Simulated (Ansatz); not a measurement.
# C₂H₇BClNSi: how energies converge with the basis set

An exercise on one series of results from a longer session: the logs are not shown, and one member is left open.

Method: one geometry, several basis sets; program: Ansatz 0.2.0, Gaussian basis.

Plan: PBE0-D4/def2-SVP; ωB97M-V/def2-SVP; PBE0-D4/def2-QZVPP; ωB97M-V/def2-QZVPP; the functionals' def2-TZVPP values are taken from earlier runs.

## The relaxed structure

An earlier PBE0-D4 in a triple-zeta def2 set relaxation fixed the geometry.

SMILES `BN(C=C)[SiH2]Cl`, 13 atoms, charge 0, spin multiplicity 1.

Atoms are counted from 1 here; the program's logs count them from 0.

Bond lengths: B1–N2 1.411 Å, B1–H7 1.196 Å, B1–H8 1.194 Å, N2–C3 1.409 Å, N2–Si5 1.751 Å, C3–C4 1.327 Å, C3–H9 1.085 Å, C4–H10 1.081 Å, C4–H11 1.084 Å, Si5–Cl6 2.052 Å, Si5–H12 1.472 Å, Si5–H13 1.478 Å. Angles: N2–B1–H7 118.8°, N2–B1–H8 119.2°, H7–B1–H8 121.9°, B1–N2–C3 120.1°, B1–N2–Si5 119.4°, C3–N2–Si5 120.5°, N2–C3–C4 126.4°, N2–C3–H9 113.1°, C4–C3–H9 120.6°, C3–C4–H10 119.5°, C3–C4–H11 123.4°, H10–C4–H11 117.1°, N2–Si5–Cl6 111.1°, N2–Si5–H12 107.9°, N2–Si5–H13 109.5°, Cl6–Si5–H12 108.2°, Cl6–Si5–H13 107.2°, H12–Si5–H13 112.9°.

Set-up of the first run:

in.yaml

```yaml
crystal:
  periodic: [false, false, false]
  atoms:
    - {symbol: B, position_ang: [-1.302392, 0.816668, -1.192519]}
    - {symbol: N, position_ang: [-0.386359, 0.222328, -0.299564]}
    - {symbol: C, position_ang: [-0.157277, -1.166754, -0.344477]}
    - {symbol: C, position_ang: [0.752123, -1.837647, 0.351590]}
    - {symbol: Si, position_ang: [0.431268, 1.220407, 0.883690]}
    - {symbol: Cl, position_ang: [2.426745, 1.406558, 0.441857]}
    - {symbol: H, position_ang: [-1.885136, 0.119401, -1.970375]}
    - {symbol: H, position_ang: [-1.477323, 1.996908, -1.148556]}
    - {symbol: H, position_ang: [-0.816017, -1.684229, -1.034735]}
    - {symbol: H, position_ang: [0.825596, -2.910375, 0.236686]}
    - {symbol: H, position_ang: [1.449971, -1.365666, 1.033122]}
    - {symbol: H, position_ang: [-0.176479, 2.560950, 0.842209]}
    - {symbol: H, position_ang: [0.335579, 0.586951, 2.215771]}
basis:
  gaussian: {orbitals: def2-SVP}
hamiltonian: {xc: pbe0, dispersion: d4}
output: {orbitals: {seedname: orbitals}}
```

Command:

```console
> ansatz run in.yaml --threads 4 --pin off --events-out ev --progress --plain --max-ram 11315MiB
```

Among the steps run: PBE0-D4 in def2-SVP; ωB97M-V in def2-SVP; PBE0-D4 in def2-QZVPP; ωB97M-V in def2-QZVPP.

One of the session's tables, all rows but one given; the rest of the session is left out.

It belongs to the step «Functionals by basis». 

```
functional       basis  HOMO (eV)
   PBE0-D4    def2-SVP      -7.22
   PBE0-D4  def2-TZVPP      -7.26
   PBE0-D4  def2-QZVPP          ?
   ωB97M-V    def2-SVP      -9.39
   ωB97M-V  def2-TZVPP      -9.44
   ωB97M-V  def2-QZVPP      -9.46
```

**Question.** Estimate the row for PBE0-D4, def2-QZVPP.

The run gave: HOMO (eV): -7.27. In the column «HOMO (eV)» it lies between ωB97M-V, def2-SVP (-9.39) and PBE0-D4, def2-TZVPP (-7.26).
